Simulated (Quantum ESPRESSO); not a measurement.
# AlIn (P6/mmm) in Quantum ESPRESSO: single point with PBE

Aim: the single point of AlIn with PBE.

Everything below comes from runs of Quantum ESPRESSO 7.5. Logs are shortened: lines on timing, memory, paths and dates and some standing lists are left out, and cuts for length are marked.

## (1) Starting point

The structure is hexagonal, space group P6/mmm (No. 191). Conventional cell: a = 3.054 Å, b = 3.054 Å, c = 5.828 Å, α = 90.00°, β = 90.00°, γ = 120.00°. Around Al (site symmetry 6/mmm) lie 2 In at 2.91 Å and 6 Al at 3.05 Å. Around In (site symmetry 6/mmm) lie 2 Al at 2.91 Å and 6 In at 3.05 Å.

The cell was built by a generator and needn't be a form met in nature.

## (2) Single point, PBE

run.py reads:

```python
import numpy as np
from ase.calculators.espresso import Espresso, EspressoProfile
from ase.io import read

atoms = read('AlIn.cif')

input_data = {
    'control': {'calculation': 'scf', 'prefix': 'pwscf', 'outdir': './tmp', 'tprnfor': True, 'tstress': True, 'disk_io': 'nowf'},
    'system': {'ecutwfc': 55.0, 'ecutrho': 440.0, 'nbnd': 14, 'occupations': 'smearing', 'smearing': 'fd', 'degauss': 0.00367493},
    'electrons': {'conv_thr': 4e-10, 'electron_maxstep': 120, 'mixing_beta': 0.5},
}
pseudopotentials = {'In': 'In.pbe-dn-rrkjus_psl.0.2.2.UPF', 'Al': 'Al.pbe-n-kjpaw_psl.1.0.0.UPF'}
profile = EspressoProfile(command='pw.x', pseudo_dir='pseudo')
dft = Espresso(profile=profile, input_data=input_data, pseudopotentials=pseudopotentials, kpts=(10, 10, 5), koffset=(0, 0, 0))
atoms.calc = dft

print(f'energy {atoms.get_potential_energy():.8f} eV')
print('forces (eV/A)')
print(np.round(atoms.get_forces(), 6))
print('stress (eV/A^3, Voigt)')
print(np.round(atoms.get_stress(), 8))
print(f'Fermi level {dft.get_fermi_level():.4f} eV')
```

AlIn.cif reads:

```cif
data_AlIn
_cell_length_a 3.05413000
_cell_length_b 3.05413755
_cell_length_c 5.82802000
_cell_angle_alpha 90.00000000
_cell_angle_beta 90.00000000
_cell_angle_gamma 120.00002651
_space_group_name_H-M_alt 'P1'
_space_group_name_Hall 'P 1'
_space_group_IT_number 1
loop_
_space_group_symop_operation_xyz
'x,y,z'
loop_
_atom_site_label
_atom_site_type_symbol
_atom_site_symmetry_multiplicity
_atom_site_Wyckoff_symbol
_atom_site_fract_x
_atom_site_fract_y
_atom_site_fract_z
_atom_site_occupancy
Al1 Al 1 a 0.0000000000 0.0000000000 0.0000000000 1
In1 In 1 a 0.0000000000 0.0000000000 0.5000000000 1
```

Potentials or basis: SSSP 1.3 efficiency PBE.

On the command line:

```
> OMP_NUM_THREADS=1 python run.py
```

Output:

```text
energy -2507.61065859 eV
forces (eV/A)
[[0. 0. 0.]
 [0. 0. 0.]]
stress (eV/A^3, Voigt)
[-0.00117341 -0.00117341  0.00546855 -0.         -0.          0.        ]
Fermi level 7.9181 eV
```

espresso.pwi:

```text
&CONTROL
   calculation      = 'scf'
   tstress          = .true.
   tprnfor          = .true.
   outdir           = './tmp'
   prefix           = 'pwscf'
   disk_io          = 'nowf'
   pseudo_dir       = 'pseudo'
/
&SYSTEM
   nbnd             = 14
   ecutwfc          = 55.0
   ecutrho          = 440.0
   occupations      = 'smearing'
   degauss          = 0.00367493
   smearing         = 'fd'
   ntyp             = 2
   nat              = 2
   ibrav            = 0
/
&ELECTRONS
   electron_maxstep = 120
   conv_thr         = 4e-10
   mixing_beta      = 0.5
/
&IONS
/
&CELL
/
&FCP
/
&RISM
/
ATOMIC_SPECIES
Al 26.9815385 Al.pbe-n-kjpaw_psl.1.0.0.UPF
In 114.818 In.pbe-dn-rrkjus_psl.0.2.2.UPF

K_POINTS automatic
10 10 5  0 0 0

CELL_PARAMETERS angstrom
3.05413000000000 0.00000000000000 0.00000000000000
-1.52706999878820 2.64495999839714 0.00000000000000
0.00000000000000 0.00000000000000 5.82802000000000

ATOMIC_POSITIONS angstrom
Al 0.0000000000 0.0000000000 0.0000000000  
In 0.0000000000 0.0000000000 2.9140100000
```

espresso.pwo:

```text
This program is part of the open-source Quantum ESPRESSO suite
     for quantum simulation of materials; please cite
         "P. Giannozzi et al., J. Phys.:Condens. Matter 21 395502 (2009);
         "P. Giannozzi et al., J. Phys.:Condens. Matter 29 465901 (2017);
         "P. Giannozzi et al., J. Chem. Phys. 152 154105 (2020);
     in publications or presentations arising from this work. More details at

Warning: card &CELL ignored
Warning: card &FCP ignored
Warning: card &RISM ignored

     file Al.pbe-n-kjpaw_psl.1.0.0.UPF: wavefunction(s)  3S 3P renormalized
     file In.pbe-dn-rrkjus_psl.0.2.2.UPF: wavefunction(s)  5S renormalized
     Message from routine setup:
     using ibrav=0 with symmetry is DISCOURAGED, use correct ibrav instead

     G-vector sticks info
     --------------------
     sticks:   dense  smooth     PW     G-vecs:    dense   smooth      PW
     Sum        1015     511    163                49639    17541    3311

     Using Slab Decomposition

     bravais-lattice index     =            0
     lattice parameter (alat)  =       5.7715  a.u.
     unit-cell volume          =     317.7052 (a.u.)^3
     number of atoms/cell      =            2
     number of atomic types    =            2
     number of electrons       =        16.00
     number of Kohn-Sham states=           14
     kinetic-energy cutoff     =      55.0000  Ry
     charge density cutoff     =     440.0000  Ry
     scf convergence threshold =      4.0E-10
     mixing beta               =       0.5000
     number of iterations used =            8  plain     mixing
     Exchange-correlation= PBE
                           (   1   4   3   4   0   0   0)

     celldm(1)=   5.771469  celldm(2)=   0.000000  celldm(3)=   0.000000
     celldm(4)=   0.000000  celldm(5)=   0.000000  celldm(6)=   0.000000

     crystal axes: (cart. coord. in units of alat)
               a(1) = (   1.000000   0.000000   0.000000 )
               a(2) = (  -0.500002   0.866027   0.000000 )
               a(3) = (   0.000000   0.000000   1.908242 )

     reciprocal axes: (cart. coord. in units 2 pi/alat)
               b(1) = (  1.000000  0.577351 -0.000000 )
               b(2) = (  0.000000  1.154698  0.000000 )
               b(3) = (  0.000000 -0.000000  0.524042 )

     PseudoPot. # 1 for Al read from file:
     Al.pbe-n-kjpaw_psl.1.0.0.UPF
     Pseudo is Projector augmented-wave + core cor, Zval =  3.0
     Generated using "atomic" code by A. Dal Corso  v.5.1
     Shape of augmentation charge: PSQ
     Using radial grid of 1135 points,  6 beta functions with:
                l(1) =   0
                l(2) =   0
                l(3) =   1
                l(4) =   1
                l(5) =   2
                l(6) =   2
     Q(r) pseudized with 0 coefficients

     PseudoPot. # 2 for In read from file:
     In.pbe-dn-rrkjus_psl.0.2.2.UPF
     Pseudo is Ultrasoft + core correction, Zval = 13.0
     Generated using "atomic" code by A. Dal Corso  v.5.0.99 svn rev. 10869
     Using radial grid of 1241 points,  6 beta functions with:
                l(1) =   0
                l(2) =   0
                l(3) =   1
                l(4) =   1
                l(5) =   2
                l(6) =   2
     Q(r) pseudized with 0 coefficients

     atomic species   valence    mass     pseudopotential
     Al                3.00    26.98154     Al( 1.00)
     In               13.00   114.81800     In( 1.00)

      4 Sym. Ops., with inversion, found

   Cartesian axes

     site n.     atom                  positions (alat units)
         1        Al     tau(   1) = (   0.0000000   0.0000000   0.0000000  )
         2        In     tau(   2) = (   0.0000000   0.0000000   0.9541211  )

     number of k points=   156  Fermi-Dirac smearing, width (Ry)=  0.0037

     Number of k-points >= 100: set verbosity='high' to print them.

     Dense  grid:    49639 G-vectors     FFT dimensions: (  40,  40,  75)

     Smooth grid:    17541 G-vectors     FFT dimensions: (  27,  27,  54)

     Initial potential from superposition of free atoms

     starting charge      15.9940, renormalised to      16.0000
     Starting wfcs are   13 randomized atomic wfcs +    1 random wfcs

     Self-consistent Calculation

     iteration #  1     ecut=    55.00 Ry     beta= 0.50
     Davidson diagonalization with overlap
     ethr =  1.00E-02,  avg # of iterations =  5.4

     Threshold (ethr) on eigenvalues was too large:
     Diagonalizing with lowered threshold

     Davidson diagonalization with overlap
     ethr =  1.56E-04,  avg # of iterations =  5.6

     total energy              =    -184.29799901 Ry
     estimated scf accuracy    <       0.02391789 Ry

     iteration #  2     ecut=    55.00 Ry     beta= 0.50
     Davidson diagonalization with overlap
     ethr =  1.49E-04,  avg # of iterations =  2.3
[... 43 lines left out ...]
     total energy              =    -184.30600009 Ry
     estimated scf accuracy    <          7.3E-10 Ry

     iteration #  9     ecut=    55.00 Ry     beta= 0.50
     Davidson diagonalization with overlap
     ethr =  4.57E-12,  avg # of iterations =  1.6

     End of self-consistent calculation

     Number of k-points >= 100: set verbosity='high' to print the bands.

     the Fermi energy is     7.9181 ev

!    total energy              =    -184.30600009 Ry
     estimated scf accuracy    <          1.8E-10 Ry
     smearing contrib. (-TS)   =      -0.00128468 Ry
     internal energy E=F+TS    =    -184.30471541 Ry

     The total energy is F=E-TS. E is the sum of the following terms:
     one-electron contribution =     -75.29702641 Ry
     hartree contribution      =      50.00828757 Ry
     xc contribution           =     -50.13050374 Ry
     ewald contribution        =     -74.21434332 Ry
     one-center paw contrib.   =     -34.67112952 Ry

     convergence has been achieved in   9 iterations

     Forces acting on atoms (cartesian axes, Ry/au):

     atom    1 type  1   force =     0.00000000    0.00000000    0.00000000
     atom    2 type  2   force =     0.00000000    0.00000000    0.00000000

     Total force =     0.000000     Total SCF correction =     0.000000

     Computing stress (Cartesian axis) and pressure

          total   stress  (Ry/bohr**3)                   (kbar)     P=       -1.67
   0.00001278  -0.00000000   0.00000000            1.88       -0.00        0.00
  -0.00000000   0.00001278   0.00000000           -0.00        1.88        0.00
   0.00000000   0.00000000  -0.00005956            0.00        0.00       -8.76

=------------------------------------------------------------------------------=
   JOB DONE.
=------------------------------------------------------------------------------=
```

Run time: 80 s. Hardware: 1 thread of Arm Neoverse V2, shared host; peak memory 0.27 GiB.

What came out:

- Free energy: -2507.6109 eV
- Pressure: -0.2 GPa
- Band gap on the k mesh: none (metal or under the smearing width)

Stress tensor (GPa, compression positive):
```
 0.19  0.00  0.00
 0.00  0.19  0.00
 0.00  0.00 -0.88
```

Levels at points of the mesh, in eV from the Fermi level:
```
             k point  band 6  band 7  band 8  band 9  band 10  band 11
  (0.00, 0.00, 0.00)   -9.57   -5.52   -3.90    7.57     9.27    10.16
 (0.00, -0.50, 0.00)   -4.17   -3.50   -0.51    0.15     0.20     3.50
 (-0.50, 0.00, 0.00)   -4.17   -3.50   -0.51    0.15     0.20     3.50
(-0.50, -0.50, 0.00)   -4.17   -3.50   -0.51    0.15     0.20     3.50
```

## (3) For comparison

An earlier run on the cell as given: functional PBE; potentials or basis SSSP 1.3 efficiency PBE; cutoff 748 eV; density cutoff 5987 eV; k mesh 10 × 10 × 5; occupations fermi-dirac, width 0.05 eV; no spin polarisation.

- Pressure: -0.2 GPa
- Band gap on the k mesh: none (metal or under the smearing width)
